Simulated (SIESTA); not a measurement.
Ta3AsAu2O13:

```
Ta As Au O
1.0
     5.72385   -0.00745   -0.00403
     1.30279    6.25499    0.00561
     0.27574    1.30074    8.36754
Ta As Au O
3 1 2 13
Direct
  0.21713 0.30521 0.58431
  0.03325 0.11123 0.99855
  0.58248 0.62145 0.50482
  0.58707 0.89691 0.83049
  0.58004 0.09228 0.18613
  0.04485 0.82077 0.44682
  0.66201 0.69726 0.71088
  0.51632 0.13418 0.69625
  0.85098 0.88773 0.91932
  0.34466 0.87003 0.94651
  0.73015 0.29240 0.03095
  0.24622 0.21809 0.11075
  0.12900 0.09398 0.49104
  0.48032 0.38887 0.43499
  0.05966 0.26685 0.78594
  0.93330 0.53240 0.45645
  0.49975 0.85161 0.34971
  0.25256 0.62988 0.62473
  0.91878 0.95175 0.22636
```

The cell was built by a generator and needn't be a form met in nature.

Base run:

| Item | Value |
| --- | --- |
| Program | SIESTA 5.4.2 |
| Functional | BLYP |
| Potentials or basis | PseudoDojo 0.4 standard (PBE files) |
| Basis | DZP (energy shift 0.003 Ry; two zetas on semicore shells) |
| Grid cutoff | 800 Ry |
| Energy shift | 0.003 Ry |
| k mesh | 5 × 5 × 4 |
| Occupations | fermi-dirac, width 0.05 eV |
| Spin | no spin polarisation |

Its results: band gap on the k mesh 1.19 eV, indirect (least direct gap 1.23 eV); pressure 8.3 GPa; largest force 1.105 eV/Å.

**Question.** After a change of settings the same cell gave: band gap on the k mesh 1.18 eV, indirect (least direct gap 1.23 eV); pressure 6.4 GPa; largest force 0.981 eV/Å. Which change was it?
A. functional from BLYP to PBE
B. functional from BLYP to LDA; potentials or basis from PseudoDojo 0.4 standard (PBE files) to PseudoDojo 0.4 standard (LDA files)
C. functional from BLYP to AM05; potentials or basis from PseudoDojo 0.4 standard (PBE files) to PseudoDojo 0.4 standard (PBEsol files)
D. functional from BLYP to RPBE

**Answer.** D.

Caveats: short orbitals over semicore shells can move pressures by several GPa; the potentials were made for another functional, which shifts forces and pressure; spin-orbit coupling is left out, which moves the levels of the heavy elements; the basis of atomic orbitals isn't converged, which shifts pressures, moduli and gaps.

Not every run made on this cell is shown here.
